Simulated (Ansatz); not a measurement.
# CH2ClNSSi: the cost of one run

Program: Ansatz 0.2.0, Gaussian basis. Level of theory: the settings change from run to run. These are calculated values, not measurements.

## Step 1: The geometry

The geometry comes from an earlier relaxation with PBE0-D4 in a triple-zeta def2 set; it is a stationary point, not always the lowest conformer.

7 atoms, charge 0, spin multiplicity 1.

Atoms are counted from 1 here; the program's logs count them from 0.

Bond lengths: S1–Si2 2.101 Å, S1–H6 1.344 Å, Si2–Cl3 2.031 Å, Si2–C4 1.754 Å, Si2–N5 1.759 Å, C4–N5 1.292 Å, C4–H7 1.092 Å. Angles: Si2–S1–H6 93.6°, S1–Si2–Cl3 111.4°, S1–Si2–C4 123.0°, S1–Si2–N5 121.6°, Cl3–Si2–C4 123.1°, Cl3–Si2–N5 117.6°, C4–Si2–N5 43.2°, Si2–C4–N5 68.6°, Si2–C4–H7 163.4°, N5–C4–H7 128.0°, Si2–N5–C4 68.2°.

## Step 2: revPBE/aug-pcseg-2

This run has charge -1, multiplicity 2, atoms shaken by 0.15 Å, D3(BJ) dispersion.

File in.yaml:

```yaml
crystal:
  periodic: [false, false, false]
  atoms:
    - {symbol: S, position_ang: [-1.606755, 0.081645, 0.997745]}
    - {symbol: Si, position_ang: [-0.052117, -0.085529, -0.042024]}
    - {symbol: Cl, position_ang: [0.815180, -1.833679, 1.330469]}
    - {symbol: C, position_ang: [1.047204, 0.939128, -0.764069]}
    - {symbol: N, position_ang: [0.382974, 0.113965, -1.397843]}
    - {symbol: H, position_ang: [-1.798200, -1.213799, 1.247537]}
    - {symbol: H, position_ang: [1.609772, 1.950530, -1.108772]}
basis:
  gaussian: {orbitals: aug-pcseg-2}
total_charge: -1
magnetization: {spin_polarized: true, initial_magnetization: 1}
hamiltonian: {xc: {name: revPBE}, dispersion: d3bj}
output: {forces: true}
```

Run with:

```sh
> ansatz run in.yaml --threads 2 --pin off --events-out ev --progress --plain --max-ram 4352MiB
```

**Question.** How long does this run take on 2 threads of Arm Neoverse V1, shared host, and how much memory does it need?

About 75 s, with a peak of 1.4 GiB.
